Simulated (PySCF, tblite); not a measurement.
# C7H12BF: infrared bands, NMR shifts, electronic excitations and core binding energies in gas and solvents

Aim: compute the infrared bands, NMR shifts, electronic excitations and core binding energies of C7H12BF (`C=C[C@@H]1BC[C@H](F)[C@@H]1C`), and see what a dielectric continuum does where one was used.

The runs use tblite 0.8.0 and PySCF 2.14.0, with density-fitted response routines of our own; the level of theory stands in each step. All values are computed, except where a source is named. Atoms count from 0, in the outputs and in this text.

**1. The molecule as given**

21 atoms, charge 0, multiplicity 1; geometry from: force field or distance geometry start.

Bonds of the start (Å): C0–C1 1.35, C1–C2 1.52, C2–B3 1.58, B3–C4 1.58, C4–C5 1.53, C5–F6 1.39, C5–C7 1.56, C7–C8 1.53, C7–C2 1.55, C0–H9 1.08, C0–H10 1.08, C1–H11 1.08, C2–H12 1.11, B3–H13 1.19, C4–H14 1.11, C4–H15 1.11, C5–H16 1.11, C7–H17 1.11, C8–H18 1.11, C8–H19 1.11, C8–H20 1.12.

**2. Optimising the geometry with GFN2-xTB**

Job settings and geometry (Å):

```
{"job": {"kind": "relax", "xc": "GFN2-xTB", "basis": "xTB"}, "charge": 0, "multiplicity": 1}
C      2.627000     0.601500    -0.935500
C      1.366800     0.128700    -0.957500
C      0.740800    -0.457800     0.296500
B      0.077300    -1.837300    -0.074200
C     -1.493800    -1.717900    -0.079500
C     -1.743000    -0.220000     0.107900
F     -1.933600     0.383400    -1.128600
C     -0.476700     0.357300     0.805000
C     -0.347200     1.873900     0.661800
H      3.217300     0.576400    -0.027900
H      3.040400     1.031700    -1.837800
H      0.790800     0.190400    -1.865000
H      1.466800    -0.588600     1.122700
H      0.682700    -2.823300    -0.348800
H     -1.908900    -2.062700    -1.052900
H     -1.924500    -2.303000     0.764100
H     -2.640700    -0.047100     0.738900
H     -0.587900     0.135800     1.890800
H      0.564500     2.228500     1.187200
H     -0.293600     2.187600    -0.398300
H     -1.233300     2.379500     1.130900
```

Launch:

```console
$ OMP_NUM_THREADS=1 python probes_run.py task.json out
```

The driver reads the jobs from task.json and runs them one after another.

Log:

```text
step      E/eV     max force
  0    -735.51968    1.981
  1    -735.62368    1.478
  2    -735.68620    0.543
  3    -735.71433    0.345
  4    -735.72848    0.201
  5    -735.73423    0.190
  6    -735.73956    0.184
  7    -735.74309    0.149
  8    -735.74530    0.086
  9    -735.74650    0.072
 10    -735.74770    0.079
 11    -735.74910    0.105
 12    -735.75044    0.082
 13    -735.75141    0.071
 14    -735.75218    0.062
 15    -735.75306    0.091
 16    -735.75418    0.097
 17    -735.75537    0.076
 18    -735.75641    0.069
 19    -735.75731    0.063
 20    -735.75822    0.080
 21    -735.75917    0.073
 22    -735.76003    0.069
 23    -735.76072    0.063
 24    -735.76138    0.068
 25    -735.76211    0.071
 26    -735.76288    0.056
 27    -735.76350    0.064
 28    -735.76396    0.052
 29    -735.76438    0.054
 30    -735.76482    0.053
 31    -735.76526    0.047
 32    -735.76564    0.041
 33    -735.76596    0.037
 34    -735.76630    0.043
 35    -735.76667    0.049
 36    -735.76701    0.048
 37    -735.76729    0.038
 38    -735.76755    0.040
 39    -735.76789    0.050
 40    -735.76830    0.060
 41    -735.76872    0.054
 42    -735.76908    0.037
 43    -735.76939    0.046
 44    -735.76967    0.042
 45    -735.76991    0.040
 46    -735.77011    0.032
 47    -735.77029    0.040
 48    -735.77048    0.032
 49    -735.77065    0.037
 50    -735.77079    0.025
 51    -735.77090    0.026
 52    -735.77100    0.025
 53    -735.77110    0.025
 54    -735.77118    0.020
 55    -735.77125    0.019
 56    -735.77132    0.021
 57    -735.77140    0.023
 58    -735.77149    0.025
 59    -735.77157    0.021
 60    -735.77166    0.032
 61    -735.77177    0.031
 62    -735.77187    0.023
 63    -735.77195    0.022
 64    -735.77202    0.021
 65    -735.77213    0.028
 66    -735.77229    0.034
 67    -735.77247    0.033
 68    -735.77262    0.031
 69    -735.77275    0.030
 70    -735.77288    0.026
 71    -735.77302    0.033
 72    -735.77317    0.024
 73    -735.77328    0.025
 74    -735.77340    0.025
 75    -735.77354    0.030
 76    -735.77366    0.026
 77    -735.77374    0.020
 78    -735.77380    0.020
 79    -735.77387    0.018
 80    -735.77395    0.020
 81    -735.77402    0.018
 82    -735.77409    0.016
 83    -735.77414    0.019
 84    -735.77420    0.019
 85    -735.77425    0.015
 86    -735.77428    0.012
 87    -735.77430    0.011
 88    -735.77433    0.012
 89    -735.77435    0.010
```

Wall time 1.1 s (1 thread of Arm Neoverse N1, shared host); peak memory 0.18 GiB.

Along the way: (not every step is listed)

```csv
step,energy from step 0 (eV),largest force (eV/Å)
0,0.0000,1.9806
1,-0.1040,1.4780
2,-0.1665,0.5432
3,-0.1947,0.3449
4,-0.2088,0.2012
5,-0.2146,0.1900
6,-0.2199,0.1844
7,-0.2234,0.1488
8,-0.2256,0.0859
15,-0.2334,0.0907
22,-0.2404,0.0685
29,-0.2447,0.0539
36,-0.2473,0.0485
43,-0.2497,0.0463
50,-0.2511,0.0248
57,-0.2517,0.0228
64,-0.2523,0.0206
71,-0.2533,0.0327
78,-0.2541,0.0198
84,-0.2545,0.0186
85,-0.2546,0.0151
86,-0.2546,0.0117
87,-0.2546,0.0108
88,-0.2546,0.0122
89,-0.2547,0.0098
```

Distances of close pairs at the start and the end, largest changes first:

```csv
bond,before (Å),after (Å),change (Å)
C8–H20,1.123,1.089,-0.034
C0–C1,1.346,1.321,-0.025
B3–H13,1.189,1.165,-0.024
C8–H18,1.110,1.088,-0.023
C4–H14,1.113,1.091,-0.022
C4–H15,1.113,1.093,-0.021
C5–C7,1.557,1.536,-0.021
C8–H19,1.107,1.086,-0.020
```

The final coordinates are the input of the step that follows.

**3. Infrared spectrum with GFN2-xTB**

Job settings and geometry (Å):

```
{"job": {"kind": "ir", "xc": "GFN2-xTB", "basis": "xTB"}, "charge": 0, "multiplicity": 1}
C      2.607811     0.444108    -1.042133
C      1.322078     0.189291    -0.879898
C      0.725926    -0.401006     0.369987
B      0.169283    -1.823105    -0.051174
C     -1.400821    -1.706811    -0.110343
C     -1.703365    -0.211453     0.057706
F     -1.783184     0.370967    -1.198188
C     -0.525873     0.374444     0.850791
C     -0.415008     1.890867     0.752485
H      3.329953     0.255995    -0.263893
H      2.993954     0.855382    -1.959637
H      0.624769     0.385822    -1.681467
H      1.497543    -0.396660     1.143675
H      0.805412    -2.767149    -0.299200
H     -1.869989    -2.084361    -1.019874
H     -1.854042    -2.261296     0.714800
H     -2.672175    -0.001362     0.527139
H     -0.698963     0.099939     1.897832
H      0.459172     2.237670     1.298557
H     -0.321869     2.202757    -0.283979
H     -1.299534     2.362901     1.176344
```

Log:

```text
mode    cm-1     km/mol
  1      61.9      0.52
  2      93.0      0.81
  3     109.8      4.29
  4     190.8      0.19
  5     217.6      0.65
  6     241.9      2.38
  7     254.7      2.59
  8     337.1      2.87
  9     361.5      3.78
 10     413.5      2.59
 11     511.6      1.42
 12     547.6      9.06
 13     630.0      9.67
 14     673.3      3.95
 15     716.1      5.40
 16     765.3     60.82
 17     817.2      7.42
 18     857.6     10.42
 19     877.0     35.00
 20     887.3     28.60
 21     923.4     19.70
 22     951.6     38.17
 23     985.0     27.60
 24    1016.3      9.50
 25    1033.4     14.82
 26    1045.2     28.78
 27    1062.9     27.48
 28    1106.6    109.60
 29    1121.6      8.11
 30    1153.0     26.83
 31    1168.9     25.67
 32    1178.7     49.04
 33    1210.0     14.84
 34    1246.4      4.06
 35    1272.5     14.73
 36    1300.1      4.00
 37    1308.6      1.65
 38    1317.2     24.31
 39    1322.1      0.31
 40    1413.2      2.36
 41    1415.8      7.68
 42    1425.9     20.22
 43    1494.2      2.11
 44    1497.0      3.61
 45    1698.0     16.93
 46    2693.1    122.06
 47    2908.6     47.35
 48    2923.2     60.20
 49    2955.1     43.37
 50    2965.3     25.43
 51    2998.4     16.93
 52    3025.7     44.51
 53    3037.1     32.07
 54    3057.5     13.55
 55    3080.5      8.36
 56    3093.3     30.12
 57    3119.5     56.89
```

Wall time 1.3 s (1 thread of Arm Neoverse N1, shared host); peak memory 0.18 GiB.

The strongest bands and the atoms that carry them (share of the mass-weighted mode):

```csv
cm⁻¹,km/mol,atoms
765,60.8,"H13 24 %, B3 24 %, C4 19 %"
1107,109.6,"B3 35 %, C2 11 %"
1179,49.0,"C5 15 %, H12 13 %, H17 12 %, C2 10 %"
2693,122.1,H13 92 %
2909,47.4,H16 87 %
2923,60.2,H17 84 %
3026,44.5,H20 89 %
3120,56.9,"H10 61 %, H9 24 %"
```

**4. Geometry optimisation at PBE0-D3(BJ)/def2-SVP**

Job settings and geometry (Å):

```
{"job": {"xc": "PBE0", "basis": "def2-SVP", "d3": "d3bj", "grid": 1, "shake": 0.01, "kind": "geom"}, "charge": 0, "multiplicity": 1}
C      2.628220     0.418550    -1.037950
C      1.316400     0.184760    -0.882050
C      0.705730    -0.403330     0.361330
B      0.202510    -1.820850    -0.054700
C     -1.403630    -1.713490    -0.120890
C     -1.707270    -0.206630     0.055320
F     -1.773610     0.368970    -1.197950
C     -0.510410     0.379900     0.845740
C     -0.416840     1.896270     0.771840
H      3.327260     0.253560    -0.253870
H      2.985090     0.852460    -1.950810
H      0.630570     0.386740    -1.674770
H      1.469260    -0.386450     1.134080
H      0.788730    -2.764380    -0.292190
H     -1.874440    -2.095130    -1.019610
H     -1.854570    -2.247240     0.722270
H     -2.670240     0.009750     0.525080
H     -0.708220     0.105780     1.903660
H      0.457020     2.229840     1.300850
H     -0.346810     2.209660    -0.279070
H     -1.315920     2.363510     1.166700
```

Log:

```text
step   0  E = -397.88630548  max force = 0.046858
step   1  E = -397.89539182  max force = 0.004824
step   2  E = -397.89567139  max force = 0.002387
step   3  E = -397.89566589  max force = 0.002567
step   4  E = -397.89580930  max force = 0.000877
step   5  E = -397.89585390  max force = 0.000919
step   6  E = -397.89590917  max force = 0.000901
step   7  E = -397.89595980  max force = 0.001226
step   8  E = -397.89598681  max force = 0.000859
step   9  E = -397.89600792  max force = 0.000707
step  10  E = -397.89602389  max force = 0.000693
step  11  E = -397.89605334  max force = 0.001091
step  12  E = -397.89618887  max force = 0.002596
step  13  E = -397.89296610  max force = 0.009337
step  14  E = -397.89607240  max force = 0.004581
step  15  E = -397.89626649  max force = 0.002987
step  16  E = -397.89620884  max force = 0.004602
step  17  E = -397.89657342  max force = 0.001205
step  18  E = -397.89657885  max force = 0.000455
step  19  E = -397.89659130  max force = 0.000257
optimisation converged
```

Wall time 11 min (1 thread of Arm Neoverse N1, shared host); peak memory 0.85 GiB.

Along the way: (the energy doesn't fall at every step)

```csv
step,energy from step 0 (eV),largest force component (eV/Å)
0,0.0000,2.4095
1,-0.2473,0.2481
2,-0.2549,0.1227
3,-0.2547,0.1320
4,-0.2586,0.0451
5,-0.2598,0.0473
6,-0.2613,0.0463
7,-0.2627,0.0630
8,-0.2634,0.0442
9,-0.2640,0.0364
10,-0.2645,0.0356
11,-0.2653,0.0561
12,-0.2689,0.1335
13,-0.1812,0.4801
14,-0.2658,0.2356
15,-0.2711,0.1536
16,-0.2695,0.2366
17,-0.2794,0.0620
18,-0.2796,0.0234
19,-0.2799,0.0132
```

Distances of close pairs at the start and the end, largest changes first:

```
  bond  before (Å)  after (Å)  change (Å)
B3–H13       1.136      1.206      +0.070
 B3–C4       1.611      1.578      -0.034
 C0–H9       1.063      1.095      +0.031
C1–H11       1.068      1.094      +0.027
C8–H18       1.075      1.100      +0.026
 C4–C5       1.547      1.526      -0.021
C0–H10       1.072      1.093      +0.021
C4–H14       1.084      1.100      +0.016
```

The final coordinates are the input of the step that follows.

```csv
at the end point,value
point group (found at 0.08 Å tolerance),C1
"rotational constants (GHz, main isotopes)","2.156, 1.487, 1.245"
dipole moment (D),1.20
```

**5. Shielding tensors: PBE0/pcSseg-1**

Job settings and geometry (Å):

```
{"job": {"kind": "nmr", "xc": "PBE0", "basis": "pcSseg-1"}, "charge": 0, "multiplicity": 1}
C      2.471413    -0.465221    -1.056185
C      1.256925    -0.032645    -0.680473
C      0.576455    -0.413339     0.613579
B      0.241575    -1.819335    -0.004098
C     -1.261042    -1.761415    -0.481109
C     -1.711607    -0.322268    -0.248018
F     -1.568373     0.395401    -1.432032
C     -0.785545     0.263752     0.829098
C     -0.785340     1.782817     0.882295
H      3.089296    -1.086420    -0.400207
H      2.892615    -0.189556    -2.026222
H      0.667388     0.552303    -1.392619
H      1.264793    -0.353955     1.467430
H      0.971448    -2.779624    -0.005601
H     -1.523343    -2.125734    -1.485570
H     -1.786915    -2.431573     0.228706
H     -2.774685    -0.226025     0.031992
H     -1.175514    -0.118120     1.790025
H     -0.135033     2.144646     1.692869
H     -0.424127     2.215278    -0.061776
H     -1.797842     2.178039     1.059895
```

With the program's defaults for keys left out, this is: GIAO PBE0/pcSseg-1 NMR shielding, non-relativistic, gas phase.

Log:

```text
coarse grid: 17216 points
cycle   1  E = -397.9839846901  dE =  1.005e+00  |g| = 5.853e-01  |ddm| = 3.986e+00
cycle   2  E = -397.9585037372  dE =  2.548e-02  |g| = 7.349e-01  |ddm| = 1.061e+00
cycle   3  E = -398.0577041557  dE = -9.920e-02  |g| = 8.225e-02  |ddm| = 6.285e-01
cycle   4  E = -398.0587002476  dE = -9.961e-04  |g| = 3.660e-02  |ddm| = 8.691e-02
cycle   5  E = -398.0589822252  dE = -2.820e-04  |g| = 8.566e-03  |ddm| = 3.305e-02
cycle   6  E = -398.0589960246  dE = -1.380e-05  |g| = 4.621e-03  |ddm| = 9.903e-03
cycle   7  E = -398.0590010895  dE = -5.065e-06  |g| = 6.274e-04  |ddm| = 4.455e-03
final grid: 165736 points
cycle   8  E = -398.1206131021  dE = -6.963e-05  |g| = 9.342e-03  |ddm| = 4.992e-02
cycle   9  E = -398.1206009189  dE =  1.218e-05  |g| = 1.191e-02  |ddm| = 2.034e-02
cycle  10  E = -398.1206356388  dE = -3.472e-05  |g| = 1.742e-03  |ddm| = 1.195e-02
cycle  11  E = -398.1206362680  dE = -6.292e-07  |g| = 4.206e-04  |ddm| = 1.675e-03
cycle  12  E = -398.1206363099  dE = -4.189e-08  |g| = 1.413e-04  |ddm| = 4.159e-04
cycle  13  E = -398.1206363139  dE = -3.985e-09  |g| = 4.366e-05  |ddm| = 1.221e-04
cycle  14  E = -398.1206363142  dE = -3.428e-10  |g| = 8.209e-06  |ddm| = 5.301e-05
converged SCF energy = -398.1206363142

GIAO shielding tensors (ppm)
atom      isotropic    diamagn.    paramagn.     s11        s22        s33       span
  0 C       44.481     253.109    -208.627    -78.087     53.508    158.024    236.111
  1 C       53.285     258.638    -205.353    -60.624     65.288    155.189    215.813
  2 C      133.261     249.789    -116.528    112.438    137.479    149.866     37.428
  3 B       44.796     192.911    -148.115     -7.547     34.188    107.748    115.296
  4 C      149.377     253.148    -103.771    136.570    146.968    164.593     28.023
  5 C       84.907     243.135    -158.228     53.870     78.012    122.839     68.969
  6 F      384.592     477.329     -92.736    362.120    383.187    408.469     46.349
  7 C      139.791     248.908    -109.117    122.482    143.662    153.230     30.749
  8 C      170.621     244.732     -74.111    158.905    168.397    184.562     25.657
  9 H       25.733      30.145      -4.411     20.963     25.008     31.229     10.266
 10 H       25.204      28.714      -3.510     21.313     24.447     29.853      8.539
 11 H       25.636      32.849      -7.212     21.935     23.769     31.206      9.272
 12 H       28.464      32.565      -4.101     23.605     28.207     33.580      9.975
 13 H       25.430      30.200      -4.770     22.993     25.653     27.644      4.651
 14 H       29.252      29.045       0.207     25.443     27.459     34.854      9.411
 15 H       30.437      29.656       0.781     25.899     27.876     37.535     11.636
 16 H       26.383      30.519      -4.137     23.581     25.196     30.371      6.789
 17 H       29.563      32.906      -3.343     25.743     27.928     35.018      9.275
 18 H       30.113      29.193       0.920     25.352     28.008     36.980     11.628
 19 H       29.651      29.769      -0.118     25.496     29.080     34.379      8.882
 20 H       30.047      28.558       1.489     25.249     27.415     37.477     12.227
```

It took 94 s on 1 thread of Arm Neoverse N1, shared host; peak memory 1 GiB.

Shifts follow as δ = σ(reference) − σ, with reference shieldings (ppm) from runs at the same level and on the same kind of geometry: ¹H TMS 31.27, ¹³C TMS 184.4, ¹⁹F CFCl3 177.2, ¹¹B BF3·OEt2 100.7. The references are single molecules in the gas phase, so shifts against H2O, NH3, PH3, H3PO4 or CFCl3 are not on the usual liquid scales and can be off by tens of ppm. Atoms listed in one row are averaged.

| atoms | environment | σ (ppm) | δ (ppm) | δ scaled to CDCl3 |
| --- | --- | --- | --- | --- |
| C0 | terminal =CH2 carbon | 44.5 | 139.9 | 135.4 |
| C1 | alkene CH | 53.3 | 131.1 | 126.8 |
| C5 | sp3 CH bonded to F | 84.9 | 99.5 | 96.1 |
| C2 | allylic sp3 CH bonded to B | 133.3 | 51.1 | 49.2 |
| C7 | sp3 CH in a ring | 139.8 | 44.6 | 42.8 |
| C4 | sp3 CH2 bonded to B | 149.4 | 35.0 | 33.5 |
| C8 | methyl carbon | 170.6 | 13.8 | 12.9 |
| H10 | hydrogen on a terminal =CH2 carbon | 25.20 | 6.06 | 5.96 |
| H13 | hydrogen on a boron bonded to 2 C, in a 5-membered ring | 25.43 | 5.84 | – |
| H11 | hydrogen on an alkene CH | 25.64 | 5.63 | 5.55 |
| H9 | hydrogen on a terminal =CH2 carbon | 25.73 | 5.53 | 5.46 |
| H16 | hydrogen on an sp3 CH bonded to F | 26.38 | 4.88 | 4.85 |
| H12 | hydrogen on an allylic sp3 CH bonded to B | 28.46 | 2.80 | 2.87 |
| H14 | hydrogen on an sp3 CH2 bonded to B | 29.25 | 2.01 | 2.13 |
| H17 | hydrogen on an sp3 CH in a ring | 29.56 | 1.70 | 1.83 |
| H18, H19, H20 | hydrogen on a methyl carbon | 29.94 | 1.33 | 1.48 |
| H15 | hydrogen on an sp3 CH2 bonded to B | 30.44 | 0.83 | 1.00 |
| B3 | boron bonded to 2 C, H, in a 5-membered ring | 44.8 | 55.9 | – |
| F6 | fluorine on an sp3 carbon | 384.6 | -207.3 | – |

The scaled column applies a straight-line fit of computed shieldings to shifts measured in CDCl3, and one for carbons that bear F (root-mean-square error 0.21 ppm for H, 2.0 ppm for C).

The run also stored atomic charges by several schemes (e):

```csv
atoms,Mulliken,IAO,Hirshfeld,ESP fit
C0,-0.11,-0.29,-0.08,-0.45
C1,-0.27,-0.11,-0.02,0.01
C2,-0.34,-0.26,-0.10,-0.35
B3,0.33,0.14,0.13,0.31
C4,-0.42,-0.42,-0.15,-0.56
C5,0.21,0.18,0.07,0.26
F6,-0.34,-0.34,-0.10,-0.25
C7,-0.32,-0.11,-0.03,0.21
C8,-0.17,-0.41,-0.12,-0.58
```

Mayer bond orders: C0–C1 1.89, C1–C2 0.94, C2–B3 0.92, B3–C4 0.96, C4–C5 1.05, C5–F6 0.85, C5–C7 0.96, C7–C8 1.04, C7–C2 1.02.

Ring of atoms C2, B3, C4, C5, C7: NICS(0) -0.6, NICS(1) -3.3, NICS(1)zz -3.0 ppm (means of both faces).

Orbitals, density, ELF and potential are computed afterwards from the orbital file.

Frontier orbitals at PBE0/pcSseg-1, with the share of their density that lies nearest to each atom:

```csv
orbital,energy (eV),lies on
HOMO,-7.26,"C0 29 %; C1, C2 about 17 % each; B3 14 %"
LUMO,-1.01,B3 31 %; C0 23 %; C1 11 %
```

ELF in a plane through or near 7 of the atoms.

Values, 10 rows by 14 columns:
```
0.00 0.00 0.00 0.00 0.00 0.00 0.00 0.00 0.00 0.00 0.00 0.00 0.00 0.00
0.00 0.00 0.00 0.00 0.00 0.00 0.00 0.00 0.00 0.00 0.00 0.00 0.00 0.00
0.00 0.00 0.00 0.00 0.01 0.00 0.00 0.02 0.94 0.96 0.07 0.00 0.00 0.00
0.00 0.00 0.14 0.45 0.19 0.07 0.07 0.02 0.86 0.91 0.31 0.29 0.00 0.00
0.00 0.01 0.96 1.00 0.61 0.15 0.65 0.67 0.62 0.40 0.37 0.33 0.00 0.00
0.00 0.00 0.09 0.19 0.02 0.36 0.92 0.60 0.60 0.63 0.02 0.00 0.00 0.00
0.00 0.00 0.00 0.39 1.00 0.81 0.13 0.28 0.05 0.03 0.02 0.00 0.00 0.00
0.00 0.00 0.00 0.45 0.98 0.63 0.22 0.97 0.96 0.02 0.00 0.00 0.00 0.00
0.00 0.00 0.00 0.00 0.00 0.00 0.02 0.77 0.75 0.01 0.00 0.00 0.00 0.00
0.00 0.00 0.00 0.00 0.00 0.00 0.00 0.00 0.00 0.00 0.00 0.00 0.00 0.00
```
The map spans 11.6 Å across and 10.5 Å up, centred on the molecule. Atoms in the plane (x, y in Å): C2 (-0.4, 0.3), B3 (-1.0, -1.2), C7 (1.1, 0.2), H9 (-3.2, 0.8), H13 (-2.0, -1.6), H15 (0.5, -2.7), H18 (1.6, 2.3).

log10 of the density (e/Å³) in the same plane.

Ten even steps from '0' (-4.0) to '9' (1.4):
```
0000000000000000000000000000
0000000000000000000000000000
0000000000000001111100000000
0000000000000012333221000000
0000011222111234555432100000
0001223333333335677543320000
0012344444444445677654321000
0013456655566656676655431000
0023567765667777776554321000
0013456655679977976543210000
0012344445677777776533210000
0001234456787665665433100000
0000134567787665554433100000
0000124567766666544332100000
0000123455555677643221000000
0000012233334566543100000000
0000000111223444432000000000
0000000000112233221000000000
0000000000000111000000000000
0000000000000000000000000000
```
The map spans 11.6 Å across and 10.5 Å up, centred on the molecule. Atoms in the plane (x, y in Å): C2 (-0.4, 0.3), B3 (-1.0, -1.2), C7 (1.1, 0.2), H9 (-3.2, 0.8), H13 (-2.0, -1.6), H15 (0.5, -2.7), H18 (1.6, 2.3).

On the surface of density 0.002 e/bohr³ the electrostatic potential runs, from the 1st to the 99th percentile, from -1.08 V near F6 to 0.83 V near H15.

[end of part 1 of 3]
